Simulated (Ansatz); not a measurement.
# LiBH4: the cost of one run

Program: Ansatz 0.2.0. Level of theory: DFT PBEsol, plane waves, PAW, scalar-relativistic, no spin polarisation. These are calculated values, not measurements.

1 further run of the same task is left out (it didn't finish).

### 1 The system as given

The cell holds 24 atoms (B4H16Li4): a = 5.823 Å, b = 5.823 Å, c = 5.117 Å, α = 89.93°, β = 89.76°, γ = 89.90°.

The coordinates stand in the first input below.

### 2 Run 1

200 steps of 0.5 fs under a Nosé-Hoover thermostat at 1200 K.

File input.yaml:

```yaml
crystal:
  lattice:
    - [-4.113373, -4.121167, 0.0]
    - [4.113907, -4.121167, 0.0]
    - [-0.010713, -0.019314, 5.117309]
  atoms:
    - { symbol: Li, position: [0.746359, 0.494573, 0.749589] }
    - { symbol: Li, position: [0.253641, 0.505427, 0.250411] }
    - { symbol: B, position: [0.2490345, 0.5067195, 0.751489] }
    - { symbol: B, position: [0.7509655, 0.4932805, 0.248511] }
    - { symbol: H, position: [0.8676195, 0.6249805, 0.388262] }
    - { symbol: H, position: [0.6277305, 0.6232875, 0.109633] }
    - { symbol: H, position: [0.1213645, 0.8773765, 0.381695] }
    - { symbol: H, position: [0.8786355, 0.1226235, 0.618305] }
    - { symbol: H, position: [0.3722695, 0.3767125, 0.890367] }
    - { symbol: H, position: [0.122274, 0.627758, 0.887766] }
    - { symbol: H, position: [0.1323805, 0.3750195, 0.611738] }
    - { symbol: H, position: [0.877726, 0.372242, 0.112234] }
    - { symbol: Li, position: [0.246359, 0.994573, 0.749589] }
    - { symbol: Li, position: [0.753641, 0.005427, 0.250411] }
    - { symbol: B, position: [0.7490345, 0.0067195, 0.751489] }
    - { symbol: B, position: [0.2509655, 0.9932805, 0.248511] }
    - { symbol: H, position: [0.3676195, 0.1249805, 0.388262] }
    - { symbol: H, position: [0.1277305, 0.1232875, 0.109633] }
    - { symbol: H, position: [0.6213645, 0.3773765, 0.381695] }
    - { symbol: H, position: [0.3786355, 0.6226235, 0.618305] }
    - { symbol: H, position: [0.8722695, 0.8767125, 0.890367] }
    - { symbol: H, position: [0.622274, 0.127758, 0.887766] }
    - { symbol: H, position: [0.6323805, 0.8750195, 0.611738] }
    - { symbol: H, position: [0.377726, 0.872242, 0.112234] }
basis:
  ecutwfc: 150.0
kpoints:
  mp_grid: { grid: [2, 2, 2] }
hamiltonian:
  xc: pbesol
scf:
  occupations: { method: fermi_dirac, width: 0.05 }
  lower_state_search: "off"
  max_iter: 70
md:
  timestep: 0.5
  n_steps: 200
  ensemble: nvt_nose_hoover
  temperature: 1200.0
  initial_velocities: maxwell_boltzmann
  seed: 920063
  nose_hoover: { tau: 200.0, chain_length: 5 }
```

Command:

```
$ ansatz run input.yaml --threads 1 --pin off --max-ram 3072MiB --backend cpu --events-out ev --progress --plain --runs-dir out
```

Q: Estimate wall time and peak memory on 1 thread of Intel Xeon 6975P-C (Granite Rapids), shared host.

About 64 s, with a peak of 0.32 GiB.
